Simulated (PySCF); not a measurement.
# C3H6F2Si: the cost of one run

Computed with PySCF 2.14.0, with density-fitted response routines of our own, on a single molecule in the gas phase. Atoms are numbered from 0 throughout.

## (1) Starting geometry

12 atoms, charge 0, multiplicity 1; geometry from: GFN2-xTB. The atoms were then displaced at random by about 0.01 Å, so the start is not that level's minimum.

Bonds of the start (Å): F0–C1 1.38, C1–F2 1.37, C1–C3 1.53, C3–C4 1.51, C4–Si5 1.87, Si5–C3 1.86, C1–H6 1.10, C3–H7 1.09, C4–H8 1.11, C4–H9 1.08, Si5–H10 1.46, Si5–H11 1.45.

## (2) Geometry optimisation at PBE0-D3(BJ)/def2-SVP

Job settings and geometry (Å):

```
{"job": {"xc": "PBE0", "basis": "def2-SVP", "d3": "d3bj", "grid": 1, "shake": 0.01, "kind": "geom"}, "charge": 0, "multiplicity": 1}
F     -1.281980    -0.755800     1.314270
C     -1.486130    -0.165280     0.084600
F     -2.200770    -1.075590    -0.651370
C     -0.138720     0.164400    -0.565850
C      0.809460     0.973770     0.278410
Si     1.398770    -0.766710    -0.075980
H     -2.134590     0.708210     0.232500
H     -0.314690     0.517800    -1.580210
H      0.457450     1.239790     1.298400
H      1.249720     1.832790    -0.194970
H      1.295400    -1.770790     0.978820
H      2.385770    -0.930860    -1.127650
```

Run with:

```console
$ OMP_NUM_THREADS=1 python probes_run.py task.json out
```

The driver reads the jobs from task.json and runs them one after another.

**Question.** How long does this first job take on 1 thread of Intel Xeon 6975P-C, shared host, and how much memory does it need?

About 37 s, with a peak of 0.53 GiB.
